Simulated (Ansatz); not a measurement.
# BFH6OSi: the cost of one run

All numbers below are computed with Ansatz 0.2.0 (RKS PBE0/def2-SVP).

### 1 The structure to begin with

Bond lengths: B1–F2 1.670 Å, B1–H3 1.190 Å, B1–H4 1.190 Å, B1–O5 1.710 Å, O5–Si6 1.680 Å, Si6–H7 1.460 Å, Si6–H8 1.460 Å, Si6–H9 1.460 Å, F2–H10 1.041 Å, O5–H10 1.132 Å. Angles (14 of 17 angles, heavy atoms first): F2–B1–O5 71.6°, B1–O5–Si6 125.0°, B1–F2–H10 80.7°, F2–B1–H3 120.0°, F2–B1–H4 120.0°, H3–B1–O5 97.0°, H4–B1–O5 101.2°, B1–O5–H10 76.7°, Si6–O5–H10 140.3°, O5–Si6–H7 109.5°, O5–Si6–H8 109.5°, O5–Si6–H9 109.5°, F2–H10–O5 131.0°, H3–B1–H4 120.0°.

As a file:

```xyz
10

B     0.0000    0.0000    0.0000
F     0.0000    0.0000    1.6700
H     1.0305    0.0000   -0.5950
H    -1.0305    0.0000   -0.5950
O     0.0715   -1.6212    0.5392
Si   -0.6985   -2.9178   -0.2012
H     0.2063   -4.0629   -0.2427
H    -1.8953   -3.2713    0.5566
H    -1.0766   -2.5477   -1.5620
H     0.0453   -1.0266    1.5024
```

### 2 Pulling towards end A

Springs on the bonds that form and break draw the guess towards this end; the thresholds are loose.

File input.yaml:

```yaml
crystal:
  periodic: [false, false, false]
  atoms:
    - { symbol: B, position_ang: [0.0, 0.0, 0.0] }
    - { symbol: F, position_ang: [0.0, 0.0, 1.67] }
    - { symbol: H, position_ang: [1.0305, 0.0, -0.595] }
    - { symbol: H, position_ang: [-1.0305, 0.0, -0.595] }
    - { symbol: O, position_ang: [0.0715, -1.6212, 0.5392] }
    - { symbol: Si, position_ang: [-0.6985, -2.9178, -0.2012] }
    - { symbol: H, position_ang: [0.2063, -4.0629, -0.2427] }
    - { symbol: H, position_ang: [-1.8953, -3.2713, 0.5566] }
    - { symbol: H, position_ang: [-1.0766, -2.5477, -1.562] }
    - { symbol: H, position_ang: [0.0453, -1.0266, 1.5024] }
basis:
  gaussian: { orbitals: def2-SVP }
hamiltonian:
  xc: pbe0
relax:
  f_tol: 0.15
  max_steps: 25
  restrain:
    - { distance: [0, 4], at: 2.61, k: 30.0 }
    - { distance: [9, 1], at: 2.12, k: 30.0 }
    - { distance: [0, 1], at: 1.32, k: 30.0 }
    - { distance: [9, 4], at: 1.01, k: 30.0 }
```

The run is started by

```
ansatz run input.yaml --threads 2 --pin off --max-ram 3072MiB --backend cpu --events-out ev --progress --plain --runs-dir out
```

Q: Estimate wall time and peak memory on 2 threads of Intel Xeon Platinum 8488C (Sapphire Rapids), shared host.

About 13 s, with a peak of 0.19 GiB.
